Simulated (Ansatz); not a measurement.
# VW2C3 (Immm) in Ansatz: band structure with PBEsol

Aim: the band structure of VW2C3 with PBEsol.

Everything below comes from runs of Ansatz 0.2.0. Logs are shortened: lines on timing, memory, paths and dates and some standing lists are left out, and cuts for length are marked.

## (1) The structure

The structure is orthorhombic, space group Immm (No. 71). Conventional cell: a = 3.049 Å, b = 4.324 Å, c = 9.170 Å, α = 90.00°, β = 90.00°, γ = 90.00°. W (site symmetry mm2) has 6 C at 2.15 to 2.20 Å as nearest neighbours. V (site symmetry mmm) is surrounded by 6 C at 2.12 to 2.16 Å. C (site symmetry mm2) is surrounded by 2 V at 2.12 Å and 4 W at 2.16 to 2.20 Å. Around C (site symmetry mmm) lie 4 W at 2.15 Å and 2 V at 2.16 Å.

The cell comes from a database or a generator and needn't be the stable form of this composition.

## (2) Band structure, PBEsol, non-collinear spin, ferromagnetic start, spin-orbit coupling

input.yaml

```yaml
crystal:
  lattice:
    - [-1.524485, 2.16193, 4.585029]
    - [1.524485, -2.16193, 4.585029]
    - [1.524485, 2.16193, -4.585029]
  atoms:
    - { symbol: W, position: [0.834017, 0.334017, 0.5] }
    - { symbol: W, position: [0.165983, 0.665983, 0.5] }
    - { symbol: V, position: [0.5, 0.0, 0.5], spin: 2.0, spin_axis: [0.0, 0.0, 2.0] }
    - { symbol: C, position: [0.339039, 0.339039, 0.0] }
    - { symbol: C, position: [0.660961, 0.660961, 0.0] }
    - { symbol: C, position: [0.0, 0.0, 0.0] }
hamiltonian:
  xc: pbesol
  pseudopotentials: { kind: paw_fr }
magnetization:
  noncollinear: true
  spin_orbit: true
kpoints:
  mp_grid: { grid: [11, 11, 11] }
  band_path:
    path:
      - [[0.0, 0.0, 0.0], [-0.2776377158, 0.2776377158, 0.2776377158], [-0.4720550859, 0.4720550859, 0.0832203456], [-0.5, 0.5, 0.0], [-0.75, 0.25, 0.25], [-0.5, 0.0, 0.5], [-0.7223622842, -0.2776377158, 0.7223622842], [-0.5, -0.5, 0.5], [0.0, 0.0, 0.0], [-0.3055826298, 0.3055826298, -0.3055826298], [-0.5, 0.0, 0.0], [-0.75, 0.25, 0.25]]
      - [[-0.5279449141, 0.5279449141, -0.0832203456], [-0.3055826298, 0.3055826298, -0.3055826298]]
      - [[-0.6944173702, -0.3055826298, 0.3055826298], [-0.5, -0.5, 0.5]]
    npoints: 14
scf:
  occupations: { method: fermi_dirac, width: 0.05 }
  n_extra_bands: 15
output:
  forces: true
  stress: true
  eigenvalues: true
  fatbands: true
```

Potentials or basis: Ansatz PAW.

Started as:

```
> ansatz run input.yaml --threads 2 --pin off --max-ram 5632MiB --backend cpu --events-out ev --progress --plain --runs-dir out
```

Standard output:

```text
Warning: output.stress: scf.convergence.dr2_threshold = 1e-7 eV (the SCF's general default) is looser than the 6e-10 eV advised for a printed stress (1e-10 eV for each atom of the cell: 6). What an SCF threshold leaves in a stress goes as its square root, and in the free energy as the threshold itself, and one threshold admits the most on a small cell: of the crystals measured, under no hybrid functional and no lock of the moments, on runs that ended without the residual-converged pass, on stresses that held no estimate of that error, the worst erred by over 100 MPa in a component at 1e-7 eV an atom and by under 5 at 1e-10. Set scf.convergence.dr2_threshold to 6e-10 eV or tighter. The threshold is an SCF's pass mark: one that does not reach it within its budget of iterations ends unconverged, or closes short of it on a stop that the run arms, and scf.convergence.dr2_threshold's page says what that costs each kind of run
Warning: RAYON_NUM_THREADS=2 ignored (pool sized by the plan → 2); use --threads N
basis.fft_grid_basis auto: the FFT boxes are laid along the combinations [[1, 0, 1], [0, 1, 1], [0, 0, 1]] of the cell's own vectors, 4.324, 3.049 and 5.293 Å long. The dense box has 30×24×36 points. Along the cell's own vectors, as sized, it would have 36×36×36, 1.80 times as many. Of the 4 symmetry operations that the crystal satisfies within crystal.symmetry.tolerance (time reversal apart; of a slab, those that keep its plane) the dense box along the cell's own vectors carries 4, and the one as laid loses 2 of those. basis.fft_grid_basis: typed keeps the cell's own vectors: state it where this run's energies or levels are differenced outside the engine with another run's, or held beside a run that keeps those vectors.
scf.n_extra_bands = 15 over 53 filled bands (N_el = 53.0): the run solves 68 bands
Engine: ansatz 0.2.0, x86_64-unknown-linux-gnu
Pseudopotentials: kind: paw_fr
Pseudopotential: W, paw_fr, valence charge 14, recommended cutoff 420 eV (normal), W.paw.azcp#standard-fr
Pseudopotential: V, paw_fr, valence charge 13, recommended cutoff 420 eV (normal), V.paw.azcp#standard-fr
Pseudopotential: C, paw_fr, valence charge 4, recommended cutoff 420 eV (normal), C.paw.azcp#standard-fr
Functional definition: PBEsol
  exchange = pbesol_x
  correlation = pbesol_c
Crystal: 6 atoms, lattice volume = 60.446 Å³
Basis set: ecut = 420 eV, 1213 PW (Γ), FFT grids on a1+a3, a2+a3, a3, exchange–correlation on 60×48×72 points (8 copies of the dense FFT grid, shifted against one another)
Bands: 68, of which v1, the nominal top of the filled ones, is band 53 counted from 1 (52 counted from 0)
Symmetry: 4 space group operations + 4 with time reversal
Magnetic group: BNS 71.536 (UNI 634), of the structure as read, at distance tolerance 3.9e-5 Å
k-points: 216 of 1331 (time reversal used)
Projection manifold: j_resolved (fully-relativistic pseudo-atomic orbitals)
Non-local potential: W, projectors of the file, l = 0: 3, l = 1: 4, l = 2: 4, l = 3: 2
Non-local potential: V, projectors of the file, l = 0: 3, l = 1: 4, l = 2: 6, l = 3: 2
Non-local potential: C, projectors of the file, l = 0: 2, l = 1: 4, l = 2: 2
PAW form: soft (Blöchl's): semilocal exchange-correlation on the pseudo side does not see the compensation charge
PAW frozen core: W, regenerated for the run's functional, and the local potential with it (the file was generated under x = pbe(κ = 0.804, μ = 0.2195149727645171), c = pbe(β = 0.06672455060314922))
PAW frozen core: V, regenerated for the run's functional, and the local potential with it (the file was generated under x = pbe(κ = 0.804, μ = 0.2195149727645171), c = pbe(β = 0.06672455060314922))
PAW frozen core: C, regenerated for the run's functional, and the local potential with it (the file was generated under x = pbe(κ = 0.804, μ = 0.2195149727645171), c = pbe(β = 0.06672455060314922))
PAW one-centre angular grid: W, 590 points (default); XC on 64 Gauss nodes
PAW one-centre angular grid: V, 590 points (default); XC on 64 Gauss nodes
PAW one-centre angular grid: C, 110 points (default); XC on 64 Gauss nodes
Initial density: superposition of atomic densities (chi_scale 0.1, normalization cell, long waves kept (reshape's long-wave potential 0.00 eV rms))
Starting moments: Σ|m| = 2 μB on 1 of 6 sites
Initial wavefunctions: pseudopotential atomic-orbital guess
Functional: x = pbesol(κ = 0.804, μ = 0.12345679012345678), c = pbesol(β = 0.046)
SCF iter   1: F=—  HF=-24195.902894 eV  |F-HF|=—  |Δ(HF+E_count)|=         —  Δρ=2.21e-1  dr2=6.07e1  dr2_m=1.25e-1  ethr=3.10e-3  |M|=1.67e0 ∫|m|=1.89e0 μB  |m|>n=0.0e0 m-floor=0.0e0 τ_xc=7.4e-16 mc-row=0.0e0  β_m=0.30  ⟨swp⟩=5.0  Hψ=68189  notcnv=0  defer=185
preconditioner: auto → Kerker (q_TF=auto, 2.669 Å⁻¹)  [metal: Δε(μ)=0.007 eV  Ē_g=8.634 eV  σ=0.050 eV  W_gap=0.03  n_scr=18 (ndim 8)  ℏωp=25.7 eV  f_vac=0.000  D(μ)=2.04/eV (n_scr^D=10)]
spin=Noncollinear: Kerker preconditioning applied to the charge; magnetization (m_x, m_y, m_z) channels mix plain (no charge-response kernel on spin).
SCF iter   2: F=—  HF=-24189.295993 eV  |F-HF|=—  |Δ(HF+E_count)|=    6.61e0  Δρ=1.12e-1  dr2=9.99e0  dr2_m=9.96e-1  ethr=3.10e-3  |M|=8.27e-1 ∫|m|=1.05e0 μB  |m|>n=0.0e0 m-floor=0.0e0 τ_xc=1.2e-4 mc-row=0.0e0  β_m=0.30  ⟨swp⟩=3.1  Hψ=30873  notcnv=0  defer=919
SCF iter   3: F=—  HF=-24187.617704 eV  |F-HF|=—  |Δ(HF+E_count)|=    1.68e0  Δρ=5.04e-2  dr2=3.49e0  dr2_m=2.54e-1  ethr=3.10e-3  |M|=1.01e0 ∫|m|=1.24e0 μB  |m|>n=0.0e0 m-floor=0.0e0 τ_xc=1.6e-4 mc-row=0.0e0  β_m=0.30  ⟨swp⟩=3.2  Hψ=29874  notcnv=0  defer=797
[... 24 lines left out ...]
SCF converged after 21 iterations
Magnetization: |M| = 0.0000 μB,  M = (-0.0000, +0.0000, +0.0000) μB
Absolute magnetization: 0.0000 μB (∫|m|, with the PAW one-centre terms)
  site 0: m = (-0.0000, +0.0000, -0.0000) μB, |m| = 0.0000 μB  (R = 0.89 Å)
  site 1: m = (+0.0000, -0.0000, -0.0000) μB, |m| = 0.0000 μB  (R = 0.89 Å)
  site 2: m = (-0.0000, -0.0000, +0.0000) μB, |m| = 0.0000 μB  (R = 0.88 Å)
  site 3: m = (-0.0000, +0.0000, +0.0000) μB, |m| = 0.0000 μB  (R = 0.88 Å)
  site 4: m = (+0.0000, -0.0000, +0.0000) μB, |m| = 0.0000 μB  (R = 0.88 Å)
  site 5: m = (-0.0000, -0.0000, -0.0000) μB, |m| = 0.0000 μB  (R = 0.89 Å)
Free energy (F): -24187.234103 eV
Harris-Foulkes:  -24187.234103 eV  (|F-HF|=4.00e-11)
Internal energy: -24187.208319 eV  (E = F + TS)
E sigma→0 (E₀):  -24187.221211 eV
Entropy (-TS):   -0.025783 eV (-4.297 meV/atom)
Fermi energy:    20.200674 eV
--- Per-component energies (eV) ---
  E_band       = -251.247480
  E_kinetic    = 1507.246449
  E_local      = -2279.111167  (includes V_loc(G=0)·N_el)
  E_nonlocal   = 28.420665
  E_hartree    = 891.379515
  E_xc         = -805.533927
  E_vxc        = -823.993601  (∫ρ·V_xc dr)
  E_paw        = -18282.682993  (= ΣΔE_a)
  E_vpaw       = -466.569172  (= ΣTr[D̂ρ^β])
  E_aug_tail   = 0.000137  (compensation charges beyond the density's cutoff)
  E_ewald      = -5247.593838
  E_core_change = 0.666839  (= ΣΔE_core)
  E_smearing   = -0.025783  (= −TS)
  E_closure    = 0.000000  (closes the sum)
  Σ components = -24187.234103   (vs F -24187.234103, Δ=0.00e0)
--- Forces (eV/Å), atoms counted from 1 ---
  atom   1  W      0.00000000     0.00000000    -0.06080960
  atom   2  W      0.00000000     0.00000000     0.06080960
  atom   3  V      0.00000000     0.00000000     0.00000000
  atom   4  C      0.00000000     0.00000000    -0.04167759
  atom   5  C      0.00000000    -0.00000000     0.04167759
  atom   6  C      0.00000000     0.00000000     0.00000000
  max |Σ_I F_I| component: 6.94e-18 eV/Å
--- Stress (GPa, compression-positive) ---
       -9.608284       0.000000       0.000000
       -0.000000     -11.014013      -0.000000
        0.000000      -0.000000      -9.921568
  P = ⅓ Tr σ = -10.1813 GPa (-101.813 kbar)
--- Band table (eV; the first three rows and the last of 216) ---
  k-point 0: bands = ["-54.8102", "-54.8102", "-54.7720", "-54.7720", "-44.6518", "-44.6518", "-26.3300", "-26.3300", "-26.2028", "-26.2028", "-19.1799", "-19.1799", "-18.3961", "-18.3961", "-18.3156", "-18.3156", "-16.7656", "-16.7656", "-16.5152", "-16.5152", "-16.3782", "-16.3782", "-16.3098", "-16.3098", "4.9176", "4.9176", "8.0801", "8.0801", "8.7160", "8.7160", "12.5342", "12.5342", "13.4494", "13.4494", "14.1333", "14.1333", "14.9022", "14.9022", "14.9054", "14.9054", "15.7228", "15.7228", "17.8773", "17.8773", "17.9551", "17.9551", "18.2541", "18.2541", "19.6228", "19.6228", "19.6311", "19.6311", "19.6667", "19.6667", "19.8374", "19.8374", "19.8456", "19.8456", "20.0521", "20.0521", "20.1437", "20.1437", "20.8845", "20.8845", "21.4201", "21.4201", "22.1798", "22.1798"]
  k-point 1: bands = ["-54.8078", "-54.8078", "-54.7719", "-54.7719", "-44.6507", "-44.6507", "-26.3301", "-26.3301", "-26.2110", "-26.2110", "-19.1831", "-19.1831", "-18.3937", "-18.3937", "-18.3248", "-18.3248", "-16.7527", "-16.7527", "-16.5367", "-16.5367", "-16.3820", "-16.3820", "-16.3376", "-16.3376", "5.1425", "5.1425", "8.1306", "8.1306", "8.6582", "8.6582", "12.6678", "12.6678", "13.2848", "13.2848", "14.3493", "14.3493", "14.7465", "14.7465", "14.9234", "14.9234", "15.5378", "15.5378", "17.2780", "17.2780", "17.6119", "17.6119", "17.8627", "17.8627", "18.5684", "18.5684", "18.7084", "18.7084", "20.0635", "20.0635", "20.3150", "20.3150", "20.3526", "20.3526", "20.8597", "20.8597", "21.2240", "21.2240", "21.4217", "21.4217", "21.4842", "21.4842", "22.1040", "22.1040"]
  k-point 2: bands = ["-54.8012", "-54.8012", "-54.7717", "-54.7717", "-44.6478", "-44.6478", "-26.3305", "-26.3305", "-26.2330", "-26.2330", "-19.1921", "-19.1921", "-18.3877", "-18.3877", "-18.3488", "-18.3488", "-16.7267", "-16.7267", "-16.5795", "-16.5795", "-16.4424", "-16.4424", "-16.3659", "-16.3659", "5.7858", "5.7858", "8.2641", "8.2641", "8.5101", "8.5101", "12.9642", "12.9642", "13.0526", "13.0526", "14.3853", "14.3853", "14.7359", "14.7359", "14.9360", "14.9360", "15.2371", "15.2371", "15.8479", "15.8479", "16.5488", "16.5488", "16.6569", "16.6569", "18.9762", "18.9762", "19.0271", "19.0271", "20.4254", "20.4254", "20.6321", "20.6321", "20.6616", "20.6616", "20.7489", "20.7489", "20.9379", "20.9379", "22.1762", "22.1762", "22.5266", "22.5266", "23.1116", "23.1116"]
  k-point 215: bands = ["-54.8002", "-54.8002", "-54.7795", "-54.7795", "-44.6508", "-44.6508", "-26.3052", "-26.3052", "-26.2359", "-26.2359", "-19.1850", "-19.1849", "-18.3865", "-18.3865", "-18.3263", "-18.3263", "-16.6657", "-16.6657", "-16.5394", "-16.5394", "-16.4879", "-16.4879", "-16.3230", "-16.3230", "6.5320", "6.5320", "7.0181", "7.0181", "7.3768", "7.3768", "13.8705", "13.8705", "14.1262", "14.1262", "14.6354", "14.6354", "14.9282", "14.9282", "15.3316", "15.3316", "15.9230", "15.9230", "16.0073", "16.0073", "16.0974", "16.0974", "17.5878", "17.5878", "18.2662", "18.2662", "18.4983", "18.4983", "18.9625", "18.9625", "20.4538", "20.4538", "20.8282", "20.8282", "21.5367", "21.5367", "21.7191", "21.7191", "21.9103", "21.9103", "22.1373", "22.1373", "22.3518", "22.3518"]
```

Wall time 3.2 min (2 threads of Intel Xeon 6975P-C (Granite Rapids), shared host); peak memory 1.7 GiB.

Results:

* Free energy: -24187.2341 eV
* Pressure: -10.2 GPa
* Largest force: 0.061 eV/Å
* Band gap on the k mesh: none (metal or under the smearing width)
* Net moment: 0.00 μB per cell
* Absolute moment: 0.00 μB per cell

Forces in eV/Å, atoms in the order of the input:
```
W    0.000  0.000 -0.061
W    0.000  0.000  0.061
V    0.000  0.000  0.000
C    0.000  0.000 -0.042
C    0.000  0.000  0.042
C    0.000  0.000  0.000
```

Levels at the corners of the path, in eV from the Fermi level:
```
point  band 48  band 49  band 50  band 51  band 52  band 53  band 54  band 55  band 56  band 57
    Γ    -1.95    -0.58    -0.58    -0.57    -0.57    -0.53    -0.53    -0.36    -0.36    -0.36
    X    -2.82    -2.19    -2.19    -1.91    -1.91     0.19     0.19     0.66     0.66     1.23
    L    -4.26    -0.33    -0.33    -0.27    -0.27     0.76     0.76     0.87     0.87     1.21
    T    -4.32     0.34     0.34     0.36     0.36     0.60     0.60     0.82     0.82     0.86
    W    -4.69     0.40     0.40     0.61     0.61     0.72     0.72     0.79     0.79     0.98
    R    -2.21    -1.85    -1.85    -0.92    -0.92    -0.64    -0.64     0.68     0.68     1.06
   X1    -2.82    -2.19    -2.19    -1.91    -1.91     0.19     0.19     0.66     0.66     1.23
    Z    -2.17    -1.84    -1.84    -1.36    -1.36    -0.92    -0.92     0.22     0.22     0.58
    Γ    -1.95    -0.58    -0.58    -0.57    -0.57    -0.53    -0.53    -0.36    -0.36    -0.36
    Y    -2.86    -2.57    -2.57     0.01     0.01     0.13     0.13     0.26     0.26     0.34
    S    -3.73    -2.04    -2.04    -1.39    -1.39     0.35     0.35     0.83     0.83     0.88
    W    -4.69     0.40     0.40     0.61     0.61     0.72     0.72     0.79     0.79     0.98
   L1    -4.26    -0.33    -0.33    -0.27    -0.27     0.76     0.76     0.87     0.87     1.21
    Y    -2.86    -2.57    -2.57     0.01     0.01     0.13     0.13     0.26     0.26     0.34
   Y1    -2.86    -2.57    -2.57     0.01     0.01     0.13     0.13     0.26     0.26     0.34
    Z    -2.17    -1.84    -1.84    -1.36    -1.36    -0.92    -0.92     0.22     0.22     0.58
```

Moments on the atoms (μB; x, y, z):
```
W   0.00 0.00 0.00
W   0.00 0.00 0.00
V   0.00 0.00 0.00
C   0.00 0.00 0.00
C   0.00 0.00 0.00
C   0.00 0.00 0.00
```

Caveat: the pressure holds a Pulay correction of +0.3 GPa for the finite cutoff; the PAW data sets come from PBE, with cores solved anew for the run's functional, which leaves a small shift of forces and pressure; the starting moments weren't kept; the thresholds are loose for stress.
